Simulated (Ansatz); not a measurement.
The system is WF.

```
W F
1.0
     1.36589    0.78860    5.06960
    -1.36589    0.78860    5.06960
     0.00000   -1.57719    5.06960
W F
1 1
Direct
  0.81412 0.81412 0.81412
  0.93712 0.93712 0.93712
```

The cell was built by a generator and needn't be a form met in nature.

| Property | Result |
| --- | --- |
| Program | Ansatz 0.2.0 |
| Task | single point |
| Functional | PBE |
| Potentials or basis | Ansatz PAW |
| Cutoff | 420 eV (not typed: the program's choice for these potentials) |
| k mesh | 11 × 11 × 11 |
| Occupations | fermi-dirac, width 0.05 eV |
| Spin | no spin polarisation |

On this cell: pressure 0.5 GPa; largest force under 0.003 eV/Å; band gap on the k mesh none (metal or under the smearing width).

The same run follows on a disturbed copy (atoms moved at random, drawn with an rms of 0.05 Å):

```
W F
1.0
     1.36589    0.78860    5.06960
    -1.36589    0.78860    5.06960
     0.00000   -1.57719    5.06960
W F
1 1
Direct
  0.80675 0.82359 0.80367
  0.93025 0.95981 0.91838
```

What changes?

The energy (extrapolated to zero smearing) moves by +5.2 meV/atom; pressure -1.8 GPa; largest force 0.666 eV/Å; band gap on the k mesh none (metal or under the smearing width).

Forces on the atoms (eV/Å):
```
W   -0.048  0.066  0.661
F    0.048 -0.066 -0.661
```

Stress tensor (GPa, compression positive):
```
 0.77  0.01  0.46
 0.01  0.77 -0.64
 0.46 -0.64 -6.96
```

Caveats: an odd number of electrons without spin polarisation forces a metal; a magnetic or distorted state may lie lower.
